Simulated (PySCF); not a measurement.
# C5H8BrNOSi: the cost of one run

Computed with PySCF 2.14.0; each step states its level. No surroundings beyond the atoms listed, unless a continuum is named. Atoms count from 0, parts from 1.

### Step 1. Starting point

17 atoms, charge 0, multiplicity 1; geometry: GFN2-xTB, rigid scan. Parts: 1 = atoms 0–4, `[SiH3]Br`, charge 0; 2 = atoms 5–16, `[O-][n+]1ccccc1`, charge 0.

### Step 2. Interaction energy: 2.61 Å

The job: settings as JSON, then the geometry in Å.

```
{"job": {"kind": "inter", "xc": "SCAN", "basis": "def2-SVP"}, "charge": 0, "multiplicity": 1, "parts": [{"atoms": "0-4", "charge": 0, "multiplicity": 1}, {"atoms": "5-16", "charge": 0, "multiplicity": 1}]}
Si    -0.552779     0.001633     0.433488
Br     1.609554    -0.171420    -0.050330
H     -1.022710     0.795085    -0.707992
H     -0.663750     0.792011     1.635660
H     -1.095668    -1.335065     0.307597
O      0.052268    -1.361898     2.579313
N      0.934262    -2.210132     2.910552
C      2.243754    -1.885328     2.917193
C      3.204312    -2.796921     3.288475
C      2.837642    -4.075916     3.678322
C      1.488437    -4.396823     3.667955
C      0.564665    -3.455010     3.280385
H      2.483994    -0.883577     2.600226
H      4.238904    -2.496327     3.270490
H      3.577605    -4.799220     3.978139
H      1.145364    -5.376561     3.960647
H     -0.496795    -3.650148     3.254284
```

With the program's defaults for keys left out, this is: SCAN/def2-SVP interaction energy, counterpoise and uncorrected, gas phase.

Started as:

```sh
$ OMP_NUM_THREADS=1 python cluster_run.py task.json out
```

The driver reads the jobs from task.json and runs them one after another.

**Question.** How long does this first job take on 1 thread of AMD EPYC, shared host, and how much memory does it need?

About 4 min, with a peak of 0.56 GiB.
